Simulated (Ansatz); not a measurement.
**MgCdF4: the band gap up the ladder of functionals**

An exercise on one series of results from a longer session: the logs are not shown, and one member is left open.

Code: Ansatz 0.2.0. PAW datasets, plane waves. Simulation only: spin-unpolarised, and no claim that this is the phase found in nature.

**The structure to begin with**

The cell was relaxed beforehand with r2SCAN.

Space group R-3m (No. 166), trigonal; conventional cell a = 3.696 Å, c = 17.565 Å, 11.54 Å³ an atom. Near Mg stand 8 F at 2.06–2.22 Å; near F stand 1 Mg at 2.06 Å and 3 Cd at 2.30 Å; near F stand 3 Mg at 2.22 Å and 1 Cd at 2.31 Å and 3 F at 2.47 Å; near Cd stand 8 F at 2.30–2.31 Å.

As a file:

```cif
data_structure
_symmetry_space_group_name_H-M 'P 1'
_symmetry_Int_Tables_number 1
_cell_length_a 6.2317
_cell_length_b 6.2317
_cell_length_c 6.2317
_cell_angle_alpha 34.498
_cell_angle_beta 34.498
_cell_angle_gamma 34.498
_cell_volume 69.26
loop_
_atom_site_label
_atom_site_type_symbol
_atom_site_fract_x
_atom_site_fract_y
_atom_site_fract_z
_atom_site_occupancy
Mg1 Mg 0.00000 0.00000 0.00000 1
F1 F 0.11745 0.11745 0.11745 1
F2 F 0.36861 0.36861 0.36861 1
Cd1 Cd 0.50000 0.50000 0.50000 1
F3 F 0.63139 0.63139 0.63139 1
F4 F 0.88255 0.88255 0.88255 1
```

The first run:

File input.yaml:

```yaml
crystal:
  lattice:
    - [1.847848915, 1.0668560668, 5.8550362695]
    - [-1.847848915, 1.0668560668, 5.8550362695]
    - [0.0, -2.1337121386, 5.8550362686]
  atoms:
    - { symbol: Mg, position: [0.0, 0.0, 0.0] }
    - { symbol: F, position: [0.1174500043, 0.1174500043, 0.1174500043] }
    - { symbol: F, position: [0.3686092702, 0.3686092702, 0.3686092702] }
    - { symbol: Cd, position: [0.5, 0.5, 0.5] }
    - { symbol: F, position: [0.6313907298, 0.6313907298, 0.6313907298] }
    - { symbol: F, position: [0.8825499957, 0.8825499957, 0.8825499957] }
kpoints:
  mp_grid: { grid: [8, 8, 8] }
  band_path:
    path:
      - [[0.0, 0.0, 0.0], [0.5, 0.5, 0.5], [0.8111992660686, 0.1888007339314, 0.5]]
      - [[0.5, -0.1888007339314, 0.1888007339314], [0.5, 1.470086013953e-16, 1.691440215812e-16], [0.0, 0.0, 0.0], [0.3444003669657, -0.3444003669657, -3.979359858927e-18]]
      - [[0.6555996330343, -1.475537091934e-17, 0.3444003669657], [0.5, -1.977101486266e-16, 0.5], [0.0, 0.0, 0.0]]
    npoints: 10
hamiltonian:
  xc: pbe
scf:
  occupations: { method: fermi_dirac, width: 0.02 }
  n_extra_bands: 5
output:
  forces: true
  stress: true
  eigenvalues: true
```

The run is started by

```console
ansatz run input.yaml --threads 4 --pin off --max-ram 6451MiB --backend cpu --events-out ev --progress --plain --runs-dir out
```

Among the steps run: PBE band path; r2SCAN at the same geometry; Single point with HSE06; Single point with PBE+SOC; Single point with PBE0.

One table of the session follows, with a row left open; its other results are not shown here.

| level | gap (eV) |
| --- | --- |
| PBE | 3.94 |
| r2SCAN | ? |
| HSE06 | 6.05 |
| PBE+SOC | 3.94 |
| PBE0 | 6.81 |

Q: Estimate the row for r2SCAN from the others.

**Answer.** gap (eV): 4.64. In the column «gap (eV)» it lies between PBE+SOC (3.94) and HSE06 (6.05).

Meshes: PBE 8×8×8, r2SCAN 8×8×8, HSE06 6×6×6, PBE+SOC 8×8×8, PBE0 6×6×6

In words: The gap runs from 3.94 eV (PBE+SOC) to 6.81 eV (PBE0). PBE reaches 65 % of the HSE06 value, and r2SCAN 77 %. PBE0 lies 0.76 eV above HSE06, which differs from it by screening the long-range exchange.

Caveats from the session: Warnings in the runs' records: stress scf threshold loose, stress exchange threshold loose.
